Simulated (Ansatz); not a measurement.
# C₂H₃F₂In: one molecule under many settings

How do the results and run time of C₂H₃F₂In respond when the settings are drawn wide?

Computed with Ansatz 0.2.0, Gaussian basis. Level: the settings change from run to run.

## Step 1: The relaxed structure

The structure was relaxed beforehand with PBE0-D4 in a triple-zeta def2 set. In takes a core potential in def2 sets; no spin-orbit term is included.

SMILES `C=[CH][In]([F])[F]`, 8 atoms, charge 0, spin multiplicity 1.

Atoms are counted from 1 here; the program's logs count them from 0.

Bond lengths: C1–C2 1.328 Å, C1–H6 1.088 Å, C1–H7 1.086 Å, C2–In3 2.099 Å, C2–H8 1.085 Å, In3–F4 1.938 Å, In3–F5 1.944 Å. Angles: C2–C1–H6 121.0°, C2–C1–H7 123.0°, H6–C1–H7 116.0°, C1–C2–In3 121.0°, C1–C2–H8 120.4°, In3–C2–H8 118.6°, C2–In3–F4 129.8°, C2–In3–F5 122.4°, F4–In3–F5 107.8°.

## Step 2: wPBEh/def2-mTZVPP

This run has unrestricted orbitals, relativity set to none, high accuracy, the search for lower states set to light.

in.yaml reads:

```yaml
crystal:
  periodic: [false, false, false]
  atoms:
    - {symbol: C, position_ang: [0.046506, 0.937642, 1.199923]}
    - {symbol: C, position_ang: [-0.561403, -0.067600, 0.580531]}
    - {symbol: In, position_ang: [0.153952, -0.798988, -1.252265]}
    - {symbol: F, position_ang: [-0.524728, -2.231998, -2.367402]}
    - {symbol: F, position_ang: [1.723586, -0.057857, -2.128331]}
    - {symbol: H, position_ang: [-0.324783, 1.318550, 2.148947]}
    - {symbol: H, position_ang: [0.930077, 1.428042, 0.803484]}
    - {symbol: H, position_ang: [-1.443217, -0.527791, 1.015123]}
basis:
  gaussian: {orbitals: def2-mTZVPP}
magnetization: {spin_polarized: true, initial_magnetization: 0}
hamiltonian: {xc: {name: wPBEh}, pseudopotentials: {relativity: none}}
accuracy: high
scf: {lower_state_search: light}
```

Command:

```
$ ansatz run in.yaml --threads 2 --pin off --events-out ev --progress --plain --max-ram 32768MiB --backend cpu
```

What it wrote:

```text
Functional definition: wPBEh
  name "wPBEh"
  cite "Heyd, Scuseria & Ernzerhof, J. Chem. Phys. 118, 8207 (2003) doi:10.1063/1.1564060"
  cite "Krukau, Vydrov, Izmaylov & Scuseria, J. Chem. Phys. 125, 224106 (2006) doi:10.1063/1.2404663"
  cite "Heyd & Scuseria, J. Chem. Phys. 120, 7274 (2004) doi:10.1063/1.1668634"
  cite "Ernzerhof & Perdew, J. Chem. Phys. 109, 3313 (1998) doi:10.1063/1.476928"
  cite "Perdew, Burke & Ernzerhof, Phys. Rev. Lett. 77, 3865 (1996) doi:10.1103/PhysRevLett.77.3865"
  parent pbe
  parameter a = 0.25
  parameter omega = 0.11/bohr
  exchange = wpbe_x - a*pbe_x_sr(omega) + a*exact_x_sr(omega)
  correlation = pbe_c
2894 factors; integrals over basis functions are off by at most 2.3e-8 eV
128 factors; integrals over basis functions are off by at most 1.2e-9 eV
mean field evaluation 1: about -12716.1198 eV, gradient 5.4e1 eV
mean field evaluation 2: about -12692.2970 eV, gradient 9.8e1 eV
mean field evaluation 4: about -12726.8842 eV, gradient 6.4e0 eV
mean field evaluation 8: about -12727.1013 eV, gradient 5.0e-1 eV
mean field evaluation 16: about -12727.1026 eV, gradient 1.4e-5 eV
mean field -12727.10263897 eV, -467.7123952421 hartree, gradient 2.3e-8 eV, S^2 0.000000; 0 other end points of the search recorded, 0 dependent functions left out
reference -12727.10264548 eV, -467.7123954813 hartree; 27, 27 occupied and 110, 110 virtual orbitals, 2894 factors
Total energy: -12727.10264548 eV, -467.7123954813 hartree
```

It took 15 s on 2 threads, shared host; peak memory 0.93 GiB.

⟨S²⟩ 0.000.

## Step 3: r2SCANh/def2-mTZVPP

This run has unrestricted orbitals, a grid of angular degree 11, D4 dispersion.

in.yaml: that of step 2 with these lines changed.

```diff
@@ -12,6 +12,5 @@
 basis:
-  gaussian: {orbitals: def2-mTZVPP}
+  gaussian: {orbitals: def2-mTZVPP, final_grid: {core_spheres: 5, valence_spheres: 4, degree: 11}}
 magnetization: {spin_polarized: true, initial_magnetization: 0}
-hamiltonian: {xc: {name: wPBEh}, pseudopotentials: {relativity: none}}
-accuracy: high
-scf: {lower_state_search: light}
+hamiltonian: {xc: {name: r2SCANh}, dispersion: d4}
+output: {forces: true}
```

The command is unchanged.

What it wrote (excerpt; [...] marks lines left out):

```text
Functional definition: r2SCANh
  name "r2SCANh"
  cite "Bursch, Neugebauer, Ehlert & Grimme, J. Chem. Phys. 156, 134105 (2022) doi:10.1063/5.0086040"
  cite "Furness, Kaplan, Ning, Perdew & Sun, J. Phys. Chem. Lett. 11, 8208 (2020) doi:10.1021/acs.jpclett.0c02405"
  cite "Furness, Kaplan, Ning, Perdew & Sun, J. Phys. Chem. Lett. 11, 9248 (2020) doi:10.1021/acs.jpclett.0c03077"
  parent r2scan
[...]
1210 factors; their error is unknown
[...]
mean field -12731.91565778 eV, -467.8892704212 hartree, gradient 1.2e-5 eV, S^2 0.000000; 0 other end points of the search recorded, 0 dependent functions left out
[...]
reference -12731.91568102 eV, -467.8892712752 hartree; 27, 27 occupied and 110, 110 virtual orbitals, 1210 factors
Total energy: -12731.95272487 eV, -467.8906326113 hartree
Atom 0 at     0.046506     0.937642     1.199923 Å, force     0.039605    -0.002189    -0.054487 eV/Å
Atom 1 at    -0.561403    -0.067600     0.580531 Å, force    -0.198131     0.048063     0.295154 eV/Å
Atom 2 at     0.153952    -0.798988    -1.252265 Å, force     0.073848    -0.005666    -0.089312 eV/Å
Atom 3 at    -0.524728    -2.231998    -2.367402 Å, force    -0.335143    -0.305319    -0.010690 eV/Å
Atom 4 at     1.723586    -0.057857    -2.128331 Å, force     0.356910     0.306623    -0.015361 eV/Å
Atom 5 at    -0.324783     1.318550     2.148947 Å, force     0.018542    -0.048462    -0.080654 eV/Å
Atom 6 at     0.930077     1.428042     0.803484 Å, force    -0.000726     0.021942     0.029948 eV/Å
Atom 7 at    -1.443217    -0.527791     1.015123 Å, force     0.045094    -0.014991    -0.074598 eV/Å
Dipole moment:    -0.328911     0.344910     0.854068 e Å
```

Wall time 6 s (2 threads, shared host).

Largest force 0.471 eV/Å, dipole 4.70 D, ⟨S²⟩ 0.000.

## Step 4: B97M-V/x2c-TZVPPall

This run has finite nuclei, the search for lower states set to full.

in.yaml: that of step 3 with these lines changed.

```diff
@@ -12,5 +12,5 @@
 basis:
-  gaussian: {orbitals: def2-mTZVPP, final_grid: {core_spheres: 5, valence_spheres: 4, degree: 11}}
-magnetization: {spin_polarized: true, initial_magnetization: 0}
-hamiltonian: {xc: {name: r2SCANh}, dispersion: d4}
+  gaussian: {orbitals: x2c-TZVPPall, nuclear_model: gaussian}
+hamiltonian: {xc: {name: B97M-V}}
+scf: {lower_state_search: full}
 output: {forces: true}
```

The command is unchanged.

What it wrote (excerpt; [...] marks lines left out):

```text
Functional definition: B97M-V
  name "B97M-V"
  cite "Mardirossian & Head-Gordon, J. Chem. Phys. 142, 074111 (2015) doi:10.1063/1.4907719"
  cite "Becke, J. Chem. Phys. 107, 8554 (1997) doi:10.1063/1.475007"
  cite "Vydrov & Van Voorhis, J. Chem. Phys. 133, 244103 (2010) doi:10.1063/1.3521275"
  # Of w^i u^j: cxij and so on, Table III.
[...]
  gx(w, u) = cx00 + cx01*u + cx02*u^2 + (cx10 + cx11*u)*w
  gss(w, u) = css00 + css02*u^2 + css10*w + (css32*w^3 + css42*w^4)*u^2
  gos(w, u) = cos00 + cos01*u + cos03*u^3 + cos10*w + cos32*w^3*u^2
[...]
      + integral(e_c_pw_mod_opposite_spin*gos(b97_w_opposite, b97_u_opposite)) + vv10(b, c)
1402 factors; their error is unknown
[...]
mean field -167564.96779495 eV, -6157.8989868500 hartree, gradient 8.9e-5 eV, S^2 0.000000; 0 other end points of the search recorded, 0 dependent functions left out
[...]
reference -167564.96786169 eV, -6157.8989893026 hartree; 41, 41 occupied and 185, 185 virtual orbitals, 1402 factors
Total energy: -167564.96786169 eV, -6157.8989893026 hartree
Relativity: scalar
Atom 0 at     0.046506     0.937642     1.199923 Å, force     0.011762     0.070689     0.073950 eV/Å
Atom 1 at    -0.561403    -0.067600     0.580531 Å, force    -0.172946     0.066857     0.295554 eV/Å
Atom 2 at     0.153952    -0.798988    -1.252265 Å, force     0.050776    -0.052406    -0.128471 eV/Å
Atom 3 at    -0.524728    -2.231998    -2.367402 Å, force    -0.042392    -0.092882    -0.074034 eV/Å
Atom 4 at     1.723586    -0.057857    -2.128331 Å, force     0.093325     0.046119    -0.049475 eV/Å
Atom 5 at    -0.324783     1.318550     2.148947 Å, force     0.104923    -0.047074    -0.182127 eV/Å
Atom 6 at     0.930077     1.428042     0.803484 Å, force    -0.196538    -0.100849     0.099259 eV/Å
Atom 7 at    -1.443217    -0.527791     1.015123 Å, force     0.151089     0.109545    -0.034656 eV/Å
Dipole moment:    -0.323344     0.326711     0.823174 e Å
```

It took 18 s on 2 threads, shared host.

Largest force 0.349 eV/Å, dipole 4.53 D.

## Step 5: BHLYP/def2-SVPD

Options: a grid of angular degree 23, D4 dispersion.

in.yaml: that of step 4 with these lines changed.

```diff
@@ -12,5 +12,3 @@
 basis:
-  gaussian: {orbitals: x2c-TZVPPall, nuclear_model: gaussian}
-hamiltonian: {xc: {name: B97M-V}}
-scf: {lower_state_search: full}
-output: {forces: true}
+  gaussian: {orbitals: def2-SVPD, final_grid: {core_spheres: 8, valence_spheres: 7, degree: 23}}
+hamiltonian: {xc: {name: BHLYP}, dispersion: d4}
```

The command is unchanged.

What it wrote:

```text
Functional definition: BHLYP
  name "BHLYP"
  cite "Becke, J. Chem. Phys. 98, 1372 (1993) doi:10.1063/1.464304"
  cite "Becke, Phys. Rev. A 38, 3098 (1988) doi:10.1103/PhysRevA.38.3098"
  cite "Lee, Yang & Parr, Phys. Rev. B 37, 785 (1988) doi:10.1103/PhysRevB.37.785"
  parameter a = 0.5
  exchange = (1 - a)*b88_x + a*exact_x
  correlation = lyp_c
1440 factors; their error is unknown
mean field evaluation 1: about -12713.0899 eV, gradient 6.0e1 eV
mean field evaluation 2: about -12709.2152 eV, gradient 8.1e1 eV
mean field evaluation 4: about -12719.9261 eV, gradient 2.3e0 eV
mean field evaluation 8: about -12719.9414 eV, gradient 2.3e-2 eV
mean field evaluation 16: about -12720.1795 eV, gradient 1.2e-4 eV
mean field -12720.17948600 eV, -467.4579740632 hartree, gradient 3.1e-5 eV, S^2 0.000000; 0 other end points of the search recorded, 0 dependent functions left out
reference -12720.17967265 eV, -467.4579809224 hartree; 27, 27 occupied and 115, 115 virtual orbitals, 1440 factors
Total energy: -12720.37789013 eV, -467.4652652805 hartree
```

Run time: 2.5 s. Hardware: 2 threads, shared host.

## Step 6: PBE/def2-SVP

This run has the search for lower states set to full.

in.yaml: that of step 5 with these lines changed.

```diff
@@ -12,3 +12,4 @@
 basis:
-  gaussian: {orbitals: def2-SVPD, final_grid: {core_spheres: 8, valence_spheres: 7, degree: 23}}
-hamiltonian: {xc: {name: BHLYP}, dispersion: d4}
+  gaussian: {orbitals: def2-SVP}
+hamiltonian: {xc: {name: PBE}}
+scf: {lower_state_search: full}
```

Same command.

What it wrote:

```text
Functional definition: PBE
  name "PBE"
  cite "Perdew, Burke & Ernzerhof, Phys. Rev. Lett. 77, 3865 (1996) doi:10.1103/PhysRevLett.77.3865"
  parent pbe
  parameter kappa = 0.804
  parameter beta = 0.06672455060314922
  exchange = pbe_x(kappa = kappa, mu = beta*pi^2/3)
  correlation = pbe_c(beta = beta)
1102 factors; their error is unknown
mean field evaluation 1: about -12704.5490 eV, gradient 7.5e1 eV
mean field evaluation 2: about -12655.9174 eV, gradient 1.7e2 eV
mean field evaluation 4: about -12716.2918 eV, gradient 1.7e1 eV
mean field evaluation 8: about -12716.9836 eV, gradient 1.0e-1 eV
mean field evaluation 16: about -12716.9405 eV, gradient 1.8e-4 eV
mean field evaluation 32: about -12699.0458 eV, gradient 5.6e1 eV
mean field -12716.94048549 eV, -467.3389429898 hartree, gradient 1.8e-5 eV, S^2 0.000000; 1 other end points of the search recorded, 0 dependent functions left out
reference -12716.94053610 eV, -467.3389448498 hartree; 27, 27 occupied and 70, 70 virtual orbitals, 1102 factors
Total energy: -12716.94053610 eV, -467.3389448498 hartree
```

Wall time 2 s (2 threads, shared host).

## Step 7: CAM-B3LYP/STO-3G

in.yaml: that of step 6 with these lines changed.

```diff
@@ -12,4 +12,3 @@
 basis:
-  gaussian: {orbitals: def2-SVP}
-hamiltonian: {xc: {name: PBE}}
-scf: {lower_state_search: full}
+  gaussian: {orbitals: STO-3G}
+hamiltonian: {xc: {name: CAM-B3LYP}}
```

Launched as before.

What it wrote (excerpt; [...] marks lines left out):

```text
Functional definition: CAM-B3LYP
  name "CAM-B3LYP"
  cite "Yanai, Tew & Handy, Chem. Phys. Lett. 393, 51 (2004) doi:10.1016/j.cplett.2004.06.011"
  cite "Iikura, Tsuneda, Yanai & Hirao, J. Chem. Phys. 115, 3540 (2001) doi:10.1063/1.1383587"
  cite "Becke, Phys. Rev. A 38, 3098 (1988) doi:10.1103/PhysRevA.38.3098"
  cite "Lee, Yang & Parr, Phys. Rev. B 37, 785 (1988) doi:10.1103/PhysRevB.37.785"
  cite "Vosko, Wilk & Nusair, Can. J. Phys. 58, 1200 (1980) doi:10.1139/p80-159"
[...]
  # Exact exchange under (alpha + beta erf(omega r))/r, Becke's under what is left of 1/r.
[...]
692 factors; integrals over basis functions are off by at most 4.9e-5 eV
170 factors; integrals over basis functions are off by at most 1.7e-6 eV
[...]
mean field -162145.86663186 eV, -5958.7506923049 hartree, gradient 9.8e-6 eV, S^2 0.000000; 0 other end points of the search recorded, 0 dependent functions left out
reference -162145.86671918 eV, -5958.7506955138 hartree; 41, 41 occupied and 9, 9 virtual orbitals, 692 factors
Total energy: -162145.86671918 eV, -5958.7506955138 hartree
```

Run time: 1.5 s. Hardware: 2 threads, shared host.

## Step 8: HSE06/def2-TZVP

Options: D4 dispersion.

in.yaml: that of step 7 with these lines changed.

```diff
@@ -12,3 +12,4 @@
 basis:
-  gaussian: {orbitals: STO-3G}
-hamiltonian: {xc: {name: CAM-B3LYP}}
+  gaussian: {orbitals: def2-TZVP}
+hamiltonian: {xc: {name: HSE06}, dispersion: d4}
+output: {forces: true}
```

Same command.

What it wrote (excerpt; [...] marks lines left out):

```text
Functional definition: HSE06
  name "HSE06"
  cite "Heyd, Scuseria & Ernzerhof, J. Chem. Phys. 118, 8207 (2003) doi:10.1063/1.1564060"
  cite "Krukau, Vydrov, Izmaylov & Scuseria, J. Chem. Phys. 125, 224106 (2006) doi:10.1063/1.2404663"
  cite "Heyd & Scuseria, J. Chem. Phys. 120, 7274 (2004) doi:10.1063/1.1668634"
  cite "Ernzerhof & Perdew, J. Chem. Phys. 109, 3313 (1998) doi:10.1063/1.476928"
  cite "Perdew, Burke & Ernzerhof, Phys. Rev. Lett. 77, 3865 (1996) doi:10.1103/PhysRevLett.77.3865"
  parent pbe
[...]
  # The whole range is PBE's own exchange, as in plane waves. The composition of these papers is wPBEh.
[...]
1285 factors; their error is unknown
87 factors; integrals over basis functions are off by at most 3.8e-7 eV
[...]
mean field -12726.33165168 eV, -467.6840619820 hartree, gradient 7.0e-5 eV, S^2 0.000000; 0 other end points of the search recorded, 0 dependent functions left out
[...]
reference -12726.33171620 eV, -467.6840643527 hartree; 27, 27 occupied and 165, 165 virtual orbitals, 1285 factors
Total energy: -12726.44750983 eV, -467.6883196905 hartree
Atom 0 at     0.046506     0.937642     1.199923 Å, force     0.002458     0.008946     0.002910 eV/Å
Atom 1 at    -0.561403    -0.067600     0.580531 Å, force    -0.005771    -0.005427    -0.000715 eV/Å
Atom 2 at     0.153952    -0.798988    -1.252265 Å, force     0.001529    -0.001780    -0.002215 eV/Å
Atom 3 at    -0.524728    -2.231998    -2.367402 Å, force    -0.002949    -0.005440    -0.003544 eV/Å
Atom 4 at     1.723586    -0.057857    -2.128331 Å, force     0.005925     0.002815    -0.003349 eV/Å
Atom 5 at    -0.324783     1.318550     2.148947 Å, force     0.002377     0.002279     0.005589 eV/Å
Atom 6 at     0.930077     1.428042     0.803484 Å, force     0.000572     0.000710     0.000363 eV/Å
Atom 7 at    -1.443217    -0.527791     1.015123 Å, force    -0.004142    -0.002103     0.000961 eV/Å
Dipole moment:    -0.333770     0.342938     0.857326 e Å
```

Run time: 6.5 s. Hardware: 2 threads, shared host; peak memory 0.51 GiB.

Largest force 0.010 eV/Å, dipole 4.72 D.

## Step 9: PBE0/def2-SVPD

This run has charge +1, multiplicity 2, restricted open-shell orbitals, atoms shaken by 0.03 Å, D3(BJ) with three-body dispersion, high accuracy.

in.yaml reads:

```yaml
crystal:
  periodic: [false, false, false]
  atoms:
    - {symbol: C, position_ang: [0.019887, 0.924475, 1.183618]}
    - {symbol: C, position_ang: [-0.585898, -0.058766, 0.607661]}
    - {symbol: In, position_ang: [0.160801, -0.712651, -1.277752]}
    - {symbol: F, position_ang: [-0.482043, -2.226422, -2.352664]}
    - {symbol: F, position_ang: [1.735525, -0.049740, -2.155374]}
    - {symbol: H, position_ang: [-0.310726, 1.326600, 2.133781]}
    - {symbol: H, position_ang: [0.984913, 1.391881, 0.757833]}
    - {symbol: H, position_ang: [-1.413809, -0.515835, 1.026670]}
basis:
  gaussian: {orbitals: def2-SVPD}
total_charge: 1
magnetization: {spin_polarized: false, initial_magnetization: 1}
hamiltonian: {xc: {name: PBE0}, dispersion: d3bjatm}
accuracy: high
```

The command is unchanged.

What it wrote (excerpt; [...] marks lines left out):

```text
Functional definition: PBE0
  name "PBE0"
  cite "Adamo & Barone, J. Chem. Phys. 110, 6158 (1999) doi:10.1063/1.478522"
  cite "Perdew, Burke & Ernzerhof, Phys. Rev. Lett. 77, 3865 (1996) doi:10.1103/PhysRevLett.77.3865"
  parent pbe
[...]
3017 factors; integrals over basis functions are off by at most 3.1e-9 eV
[...]
mean field -12706.50448678 eV, -466.9554271110 hartree, gradient 6.9e-8 eV, S^2 0.750000; 8 other end points of the search recorded, 0 dependent functions left out
reference -12706.50449155 eV, -466.9554272863 hartree; 27, 26 occupied and 115, 116 virtual orbitals, 3017 factors
Total energy: -12706.62867931 eV, -466.9599911025 hartree
```

Run time: 33 s. Hardware: 2 threads, shared host; peak memory 0.89 GiB.

## Step 10: All runs side by side

| level | charge | multiplicity | geometry | functions | energy (eV) | time |
| --- | --- | --- | --- | --- | --- | --- |
| wPBEh/def2-mTZVPP | 0 | 1 | relaxed | 137 | -12727.103 | 15 s |
| r2SCANh/def2-mTZVPP | 0 | 1 | relaxed | 137 | -12731.953 | 6 s |
| B97M-V/x2c-TZVPPall | 0 | 1 | relaxed | 226 | -167564.968 | 18 s |
| BHLYP/def2-SVPD | 0 | 1 | relaxed | 142 | -12720.378 | 2.5 s |
| PBE/def2-SVP | 0 | 1 | relaxed | 97 | -12716.941 | 2 s |
| CAM-B3LYP/STO-3G | 0 | 1 | relaxed | 50 | -162145.867 | 1.5 s |
| HSE06/def2-TZVP | 0 | 1 | relaxed | 192 | -12726.448 | 6.5 s |
| PBE0/def2-SVPD | 1 | 2 | shaken | 142 | -12706.629 | 33 s |

## Step 11: Results

```
                                         quantity                    value
                                             runs                        8
                                         quickest  CAM-B3LYP/STO-3G, 1.5 s
                                          slowest     PBE0/def2-SVPD, 33 s
spread of total energies, same state and geometry              154848.0 eV
                  dipole, same state and geometry           4.53 to 4.72 D
```

Run time spans a factor of 22, from CAM-B3LYP/STO-3G to PBE0/def2-SVPD. The jobs differ in tasks and options as well as level. The totals spread over 154848 eV; they can't be compared across methods or bases. Some of these runs are scalar-relativistic and others not, which shifts the totals of all-electron atoms past neon by eV; core potentials, where a basis has them, take the core out of the total altogether. At the PBE0-D4/def2-TZVP geometry and in the same state, runs without warnings or point charges leave forces up to 0.47 eV/Å (r2SCANh/def2-mTZVPP). At that geometry and state the dipole changes by 4 % between the lowest and highest value.
